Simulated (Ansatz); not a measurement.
# SiCl5: the cost of one run

Computed with Ansatz 0.2.0 (DFT PBE, scalar-relativistic, plane waves, PAW, unless a step's input says otherwise).

## (1) The system as given

It takes space group P6/mmm (No. 191, hexagonal). The conventional cell has a = 5.348 Å, b = 5.348 Å, c = 7.018 Å, α = 90.00°, β = 90.00°, γ = 120.00°. Si (site symmetry 6/mmm) has 6 Cl at 2.67 Å in its first shell of neighbours. Around Cl (site symmetry mmm) lie 2 Si at 2.67 Å and 4 Cl at 2.67 Å. Cl (site symmetry -6m2) has 3 Cl at 3.09 Å in its first shell of neighbours.

Coordinates:

```cif
data_structure
_symmetry_space_group_name_H-M 'P6/mmm'
_symmetry_Int_Tables_number 191
_cell_length_a 5.3484
_cell_length_b 5.3484
_cell_length_c 7.0182
_cell_angle_alpha 90.000
_cell_angle_beta 90.000
_cell_angle_gamma 120.000
_cell_volume 173.86
loop_
_atom_site_label
_atom_site_type_symbol
_atom_site_symmetry_multiplicity
_atom_site_Wyckoff_symbol
_atom_site_fract_x
_atom_site_fract_y
_atom_site_fract_z
_atom_site_occupancy
Si1 Si 1 a 0.00000 0.00000 0.00000 1
Cl1 Cl 3 f 0.50000 0.00000 0.00000 1
Cl2 Cl 2 d 0.33333 0.66667 0.50000 1
```

The cell is invented: random cell by space group and Wyckoff sites (P6/mmm, No. 191). Lengths come from tabulated atomic sizes and are only a guess.

## (2) A first look at the guess

File input.yaml:

```yaml
crystal:
  lattice:
    - [5.34838674, 0.0, 0.0]
    - [-2.67419337, 4.63183879, 0.0]
    - [0.0, 0.0, 7.01818013]
  atoms:
    - { symbol: Si, position: [0.0, 0.0, 0.0] }
    - { symbol: Cl, position: [0.5, 0.0, 0.0] }
    - { symbol: Cl, position: [0.0, 0.5, 0.0] }
    - { symbol: Cl, position: [0.5, 0.5, 0.0] }
    - { symbol: Cl, position: [0.33333333, 0.66666667, 0.5] }
    - { symbol: Cl, position: [0.66666667, 0.33333333, 0.5] }
basis:
  ecutwfc: 420
kpoints:
  mp_grid: { grid: [6, 6, 4] }
hamiltonian:
  xc: pbe
scf:
  occupations: { method: gaussian, width: 0.1 }
  lower_state_search: "off"
output:
  forces: true
  stress: true
  eigenvalues: true
```

The run is started by

```console
$ ansatz run input.yaml --threads 1 --pin off --max-ram 2560MiB --backend cpu --events-out ev --progress --plain --runs-dir out
```

Q: Estimate wall time and peak memory on 1 thread of Intel Xeon at 2.50GHz (Skylake/Cascade Lake), shared host.

About 11 s, with a peak of 0.42 GiB.
